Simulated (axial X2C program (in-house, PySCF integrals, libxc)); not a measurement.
**A two-component session on GaF⁻: EOM-EA-CCSD levels**

Aim: EOM-EA-CCSD levels of GaF⁻, with spin–orbit coupling in the Hamiltonian from the start.

The runs use an in-house X2C program for linear molecules on PySCF integrals; two-component X2C with atomic mean-field terms, Ga dyall-acv3z, F dyall-av3z.

All values are calculated.

## 1. Set-up

task.json

```json
{
 "zs": [
  31,
  9
 ],
 "q": -1,
 "bas": [
  "dyall-acv3z",
  "dyall-av3z"
 ],
 "r0": 1.88,
 "eom": "ea",
 "thr": -1.0,
 "nmax": 92,
 "grid": [
  1,
  0.96,
  1.045,
  0.92,
  1.09,
  1.15
 ],
 "rq": 0
}
```

Keys: zs atomic numbers; q charge; bas basis sets; r0 starting distance in Å; eom kind of EOM run; thr threshold in hartree for freezing inner shells (an s shell follows its p shell); nmax most natural virtual spinors; grid distances as factors.

The run is started by

```
$ python soeom.py task.json out
```

Further steps of the session: EOM-EA-CCSD at 1.788 Å.

**Question.** What will these runs give? Wanted: next root led by one particle; T1 of the reference; lowest state, Re and ωe.

**Answer**, as computed:

| quantity | value |
| --- | --- |
| lowest root at 1.788 Å | Ω = 1/2, -0.167 eV |
| next root led by one particle | Ω = 3/2, about 150 cm⁻¹ higher |
| T1 of the reference | 0.018 |
| lowest state, Re and ωe | 1.837 Å, 511 cm⁻¹ |

In words: The added electron is unbound by 0.17 eV in a spinor of 89% Ga pπ, 6% F pπ. Errors of 0.1 to 0.3 eV are usual at this size, and roots led by higher excitations are left out, so the list is incomplete, and low states of that kind can be missing. The bond is 0.051 Å longer than in the closed-shell reference at CCSD (1.786 Å).
